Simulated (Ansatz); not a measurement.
**AsH2 (doublet): r2SCANh, r2SCAN0, wB97M-V over a scan of the angle H2–As1–H3, cc-pVDZ**

Aim: run AsH2 (doublet) with these functionals over a scan of the angle H2–As1–H3, and hold them against the top wave-function level at the same points.

Program: Ansatz 0.2.0, Gaussian basis. Level of theory: cc-pVDZ, all electrons in the functionals. These are calculated values, not measurements.

The runs, in order: r2SCANh, r2SCAN0, wB97M-V, at 68.7°; 88.4°; 90.7°; 103.0°; 122.9°; 139.9°; 158.8°; 180.0°.

11 further runs of the same task are left out: 7 that didn't finish, 4 set aside as unsound or not needed.

**1. What is computed**

The geometry derives from a PBE0/def2-TZVP stationary point (not a proven minimum). One angle is set to the value named; bond lengths are kept. No spin-orbit coupling is included. The filled d shell of As may be among the frozen orbitals whatever the setting's name suggests; the logs give the count.

3 atoms, charge 0, spin multiplicity 2.

Atoms are counted from 1 here; the program's logs count them from 0.

Bond lengths: As1–H2 1.526 Å, As1–H3 1.526 Å. Angles: H2–As1–H3 90.7°.

No dispersion term is added; wB97M-V holds VV10 nonlocal correlation.

The geometry shown and the zero of energy belong to the point 90.7°. The yardstick, FCI, and other wave-function levels (R restricted, U unrestricted, valence and pair active spaces) come from earlier runs.

**2. r2SCANh, 68.7°**

Contents of in.yaml:

```yaml
crystal:
  periodic: [false, false, false]
  atoms:
    - {symbol: As, position_ang: [0.000000, -0.033018, 0.000000]}
    - {symbol: H, position_ang: [0.000000, 1.227125, -0.861215]}
    - {symbol: H, position_ang: [0.000000, 1.227117, 0.861226]}
basis:
  gaussian: {orbitals: cc-pVDZ}
magnetization: {spin_polarized: true, initial_magnetization: 1}
hamiltonian: {xc: {name: r2SCANh}}
```

Started as:

```console
$ ansatz run in.yaml --threads 1 --pin off --events-out ev --progress --plain --max-ram 2393MiB
```

After this run come: r2SCANh, 88.4°; r2SCANh, 90.7°; r2SCANh, 103.0°; r2SCANh, 122.9°; r2SCANh, 139.9°; r2SCANh, 158.8°; r2SCANh, 180.0°; r2SCAN0, 68.7°; r2SCAN0, 88.4°; r2SCAN0, 90.7°; r2SCAN0, 103.0°; r2SCAN0, 122.9°; r2SCAN0, 139.9°; r2SCAN0, 158.8°; r2SCAN0, 180.0°; wB97M-V, 68.7°; wB97M-V, 88.4°; wB97M-V, 90.7°; wB97M-V, 103.0°; wB97M-V, 122.9°; wB97M-V, 139.9°; wB97M-V, 158.8°; wB97M-V, 180.0°.

Q: Predict the results of all the runs planned. Wanted: span of the FCI curve; largest miss, r2SCANh; largest miss, r2SCAN0; largest miss, wB97M-V.

The runs gave:

| quantity | value |
| --- | --- |
| span of the FCI curve | 81.1 kcal/mol |
| largest miss, r2SCANh | -3.8 kcal/mol (180.0°) |
| largest miss, r2SCAN0 | -3.2 kcal/mol (180.0°) |
| largest miss, wB97M-V | -1.8 kcal/mol (180.0°) |

In words: Of the functionals, wB97M-V keep the smallest largest miss at the points compared (at most 1.8 kcal/mol) and r2SCANh strays most (3.8 kcal/mol, at 180.0°). r2SCANh, r2SCAN0 clearly break the spin symmetry at some points (⟨S²⟩ up to 0.39 above the pure value), so energy there is bought with a mixed spin. Functionals and the yardstick converge differently with the basis, so part of each miss in cc-pVDZ is the basis.
